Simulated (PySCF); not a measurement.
# Cl6Co ([CoCl6]4-): the cost of one run

Computed with PySCF 2.14.0 and routines of our own; the level stands in each step. Atoms count from 0.

## (1) The starting structure

7 atoms, charge -4, states of the metal's open shell are computed; geometry from: model geometry, bond lengths from ionic radii.

## (2) Ligand-field states: state-averaged CASSCF in water

The job: settings as JSON, then the geometry in Å.

```
{"job": {"kind": "lf", "basis": {"metal": "x2c-TZVPall", "ligand": "x2c-SVPall"}, "nevpt": true, "solvent": "water"}, "charge": -4, "metal": "Co", "open_shell": "d7"}
Co     0.000000     0.000000     0.000000
Cl     0.000000     0.000000     2.455000
Cl     0.000000     0.000000    -2.455000
Cl     2.455000     0.000000     0.000000
Cl    -2.455000     0.000000     0.000000
Cl     0.000000     2.455000     0.000000
Cl    -0.000000    -2.455000     0.000000
```

With the program's defaults for keys left out, this is: state-averaged CASSCF of the metal d shell, SC-NEVPT2 on the averaged canonical orbitals, state-interaction spin-orbit coupling.

Started as:

```
> OMP_NUM_THREADS=1 python lf_run.py task.json out
```

This one command runs all jobs of the session in turn.

**Question.** How long does this first job take on 1 thread of Arm Neoverse V2, shared host, and how much memory does it need?

About 17 s, with a peak of 0.4 GiB.
